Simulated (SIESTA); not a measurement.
Write the native input for SIESTA 5.4.2 that does the following.

```
Task                : single point
Functional          : PBEsol
Potentials or basis : PseudoDojo 0.4 standard (PBEsol files)
Basis               : DZP (energy shift 0.003 Ry; two zetas on semicore shells)
Grid cutoff         : 800 Ry
Energy shift        : 0.003 Ry
k mesh              : 9 × 9 × 6
Occupations         : fermi-dirac, width 0.05 eV
Spin                : collinear spin, ferromagnetic start
Starting moments    : [1.0, 2.0, 0.0, 0.0] μB
```

Crystal: CoNiO2.

```
CELL_PARAMETERS angstrom
3.01433 0.00000 0.00000
0.00000 3.01433 0.00000
0.00000 0.00000 4.22229
ATOMIC_POSITIONS crystal
Ni 0.99897 0.00637 0.99711
Co 0.48517 0.49929 0.50164
O 0.99552 0.01477 0.48533
O 0.51099 0.48541 0.99892
```

The cell comes from a database or a generator and needn't be the stable form of this composition.

The cell isn't the ideal one: atoms moved at random, drawn with an rms of 0.05 Å.

These files were run (other wordings do the same):

CoNiO2.fdf

```
SystemName                      CoNiO2
SystemLabel                     CoNiO2
NumberOfSpecies                 3
NumberOfAtoms                   4
%block ChemicalSpeciesLabel
  1  28 Ni
  2  27 Co
  3   8 O
%endblock ChemicalSpeciesLabel

LatticeConstant                 1.0 Ang
%block LatticeVectors
     3.0143330000     0.0000000000     0.0000000000
     0.0000000000     3.0143330000     0.0000000000
     0.0000000000     0.0000000000     4.2222850000
%endblock LatticeVectors
AtomicCoordinatesFormat         Fractional
%block AtomicCoordinatesAndAtomicSpecies
    -0.0010250000     0.0063720000    -0.0028910000  1  Ni
     0.4851660000     0.4992940000     0.5016360000  2  Co
    -0.0044820000     0.0147710000     0.4853310000  3  O
     0.5109870000     0.4854140000    -0.0010790000  3  O
%endblock AtomicCoordinatesAndAtomicSpecies

%block kgrid.MonkhorstPack
    9   0   0  0.0
    0   9   0  0.0
    0   0   6  0.0
%endblock kgrid.MonkhorstPack
XC.Functional                   GGA
XC.Authors                      PBEsol
PAO.BasisSize                   DZP
PAO.EnergyShift                 0.003 Ry
Mesh.Cutoff                     800 Ry
Spin                            polarized
%block DM.InitSpin
    1   1.000
    2   2.000
    3   0.000
    4   0.000
%endblock DM.InitSpin
OccupationFunction              FD
ElectronicTemperature           0.05 eV
MaxSCFIterations                200
SCF.MustConverge                false
SCF.Mixer.Method                Pulay
SCF.Mixer.Weight                0.1
SCF.Mixer.History               10
SCF.DM.Tolerance                5.0e-05
SCF.H.Tolerance                 1.0e-03 eV
WriteForces                     true
Charge.Mulliken                 end
%block PAO.Basis
  Ni 5
  n=3 0 2
    2.437 0.000
  n=4 0 2
    7.067 0.000
  n=3 1 2
    2.721 0.000
  n=4 1 1
    7.067
  n=3 2 2
    4.466 0.000
  Co 5
  n=3 0 2
    2.527 0.000
  n=4 0 2
    7.312 0.000
  n=3 1 2
    2.827 0.000
  n=4 1 1
    7.312
  n=3 2 2
    4.649 0.000
%endblock PAO.Basis
```

Potentials or basis: PseudoDojo 0.4 standard (PBEsol files), DZP (energy shift 0.003 Ry; two zetas on semicore shells).

Launch:

```console
$ siesta < CoNiO2.fdf > CoNiO2.out 2>&1
```

It gave:

| Quantity | Value |
| --- | --- |
| Pressure | -10.6 GPa |
| Largest force | 0.216 eV/Å |
| Band gap on the k mesh | none (metal or under the smearing width) |
| Net moment | 4.63 μB per cell |
| Site moments | Ni +1.35; Co +2.58; O +0.35, +0.34 μB |

Caveat: short orbitals over semicore shells can move pressures by several GPa; the basis of atomic orbitals isn't converged, which shifts pressures, moduli and gaps; semilocal functionals often make such compounds metallic where correlation or magnetic order opens a gap, which also shifts bond lengths.

It took 14 min on 1 thread of Arm Neoverse V1, with other jobs on the host, peak memory 0.34 GiB.
